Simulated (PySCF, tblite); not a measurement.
**C₄H₄N₃ radical: geometry, infrared bands and EPR parameters**

Wanted: the infrared bands and EPR parameters of C₄H₄N₃ radical (`[H]/N=[C]/c1ncc[nH]1`), by calculation.

Programs: tblite 0.8.0 and PySCF 2.14.0, with density-fitted response routines of our own. Each step states its level of theory. These are calculated values for one molecule in the gas phase, unless marked as measured. Atoms count from 0, in the outputs and in this text.

### 1 Starting geometry

11 atoms, charge 0, multiplicity 2; geometry from: force field or distance geometry start.

Bonds of the start (Å): N0–C1 1.19, C1–C2 1.41, C2–N3 1.31, N3–C4 1.37, C4–C5 1.38, C5–N6 1.37, N6–C2 1.38, N0–H7 1.02, C4–H8 1.08, C5–H9 1.08, N6–H10 1.01.

### 2 Relaxing the molecule with GFN2-xTB

The job: settings as JSON, then the geometry in Å.

```
{"job": {"kind": "relax", "xc": "GFN2-xTB", "basis": "xTB"}, "charge": 0, "multiplicity": 2}
N      2.835100     0.811700     0.761800
C      1.751300     0.447500     0.448100
C      0.460400     0.005800     0.094400
N      0.138300    -1.210500    -0.278500
C     -1.208800    -1.192500    -0.525700
C     -1.724400     0.068200    -0.331900
N     -0.649400     0.826800     0.064700
H      3.508000     0.046600     0.714300
H     -1.730600    -2.082900    -0.853900
H     -2.718400     0.478000    -0.424400
H     -0.656000     1.804100     0.305100
```

Command:

```console
> OMP_NUM_THREADS=1 python probes_run.py task.json out
```

The driver reads the jobs from task.json and runs them one after another.

**Question.** This job is followed by: GFN2-xTB harmonic vibrations, gas phase; UKS B3LYP, pcH-1 on C H N, non-relativistic, mean-field spin-orbit, GIAO. What will the session give for the following? strongest single infrared mode (GFN2-xTB); zero-point energy (GFN2-xTB); g(iso) (B3LYP); ⟨S²⟩; largest a(iso); potential on the surface of density 0.002 e/bohr³, 1st and 99th percentile.

The runs gave:

```
                                                                  quantity                  value
                                 strongest single infrared mode (GFN2-xTB)  2080 cm⁻¹, 485 km/mol
                                              zero-point energy (GFN2-xTB)          47.8 kcal/mol
                                                            g(iso) (B3LYP)                2.00177
                                                                      ⟨S²⟩     0.765 (exact 0.75)
                                                            largest a(iso)    1H on H7, 153.6 MHz
potential on the surface of density 0.002 e/bohr³, 1st and 99th percentile     -2.05 V and 2.53 V
```

What this shows: Over 60 steps the energy fell by 0.819 eV; of the close pairs, C1–C2 changed most, 1.409 to 1.353 Å. No mode is imaginary among the 27: a minimum at this level. The strongest single mode, at 2080 cm⁻¹, moves mainly C1. GFN2-xTB is a fitted tight-binding method: band positions and strengths are rough. Its intensities can rank the bands wrongly. C1 carries the largest spin population, 0.52 e. The isotropic g lies 0.5 ppt below the free-electron value. The conformer search found further structures of the same energy, which may be mirror or relabelled copies of this one.
